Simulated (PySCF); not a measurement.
# PdOCl₂: relaxation and vibrations of the singlet

Aim: relax PdOCl₂ as a singlet from a B3LYP minimum start, check by its vibrations whether the end is a minimum, and collect its spectrum and constants.

Program: PySCF 2.14.0. Level of theory: B3LYP, basis Pd def2-SVP with ECP28, O def2-SVP, Cl def2-SVP, scalar-relativistic core potentials, no spin–orbit coupling, density fitting. These are calculated values, not measurements.

### Step 1. Where the work starts

4 atoms, charge 0, spin multiplicity 1.

Bond lengths: Pd1–O2 1.708 Å, Pd1–Cl3 2.232 Å, Pd1–Cl4 2.232 Å. Angles: O2–Pd1–Cl3 120.5°, O2–Pd1–Cl4 120.5°, Cl3–Pd1–Cl4 119.0°.

```xyz
4
charge 0 multiplicity 1
Pd   -0.2239   -0.0310   -0.1480
O    -1.6429   -0.1055   -1.0965
Cl   -0.3540    0.2029    2.0675
Cl    1.7871   -0.0660   -1.1148
```

### Step 2. First SCF at the start

The steps below are one call of a driver around PySCF. For each, scf.py gives the equivalent set-up of the SCF; relaxations use the driver's own optimiser. After this first run the driver tries any further starts and a stability analysis.

File scf.py:

```python
from pyscf import gto, scf, dft
mol = gto.M(atom='''
Pd    -0.223892    -0.030991    -0.148023
O     -1.642904    -0.105489    -1.096481
Cl    -0.354002     0.202917     2.067501
Cl     1.787149    -0.065992    -1.114807''',
    basis={'Pd': 'def2-SVP', 'O': 'def2-SVP', 'Cl': 'def2-SVP'},
    ecp={'Pd': 'def2-SVP'},
    charge=0, spin=0)
mf = dft.RKS(mol, xc='B3LYP')
mf.grids.atom_grid = (50, 194)
aux = {'Pd': 'def2-universal-JKFIT', 'O': 'def2-universal-JKFIT', 'Cl': 'def2-universal-JKFIT'}
mf = mf.density_fit(auxbasis=aux)
mf.conv_tol = 1e-08
mf.diis_space = 10
mf.max_cycle = 60
mf.init_guess = 'minao'
mf.verbose = 4
mf.kernel()
```

Run with:

```console
> OMP_NUM_THREADS=2 python axn.py task.json out
```

After this run come: Relaxation: B3LYP minimum start, singlet; Frequencies; The broken-symmetry singlet; Hessian and properties.

Before running it: what results should come out? Wanted: minimum; geometry; wavenumbers; dipole moment; highest occupied, lowest empty level; polar-tensor charge of Pd1; zero-point energy; atomisation energy; ⟨S²⟩.

The runs gave:

| quantity | value |
| --- | --- |
| minimum | broken-symmetry (Ms = 0), Cs |
| geometry | Pd–Cl 2.251 Å (×2), Pd–O 1.722 Å; Cl–Pd–Cl 133.7°, Cl–Pd–O 113.1° (×2) |
| wavenumbers (cm⁻¹) | 76, 107, 121, 345, 396, 825 |
| dipole moment | 0.24 D |
| highest occupied, lowest empty level (either spin) | -8.55, -5.95 eV |
| polar-tensor charge of Pd1 | +0.93 e |
| zero-point energy | 11.2 kJ/mol |
| entropy at 298.15 K | 343.9 J/(mol K) |
| atomisation energy (no zero-point energy) | 668 kJ/mol |
| ⟨S²⟩ | 0.780 |

The B3LYP minimum start keeps its Cs symmetry and ends in a minimum. The determinant is spin-contaminated (⟨S²⟩ = 0.78 against 0.00), so it is no pure spin state. In the infrared the band at 396 cm⁻¹ (stretch) leads. Only this shape and spin were tried, so other structures or states may lie lower. The SCF density has lower symmetry than the nuclear frame.
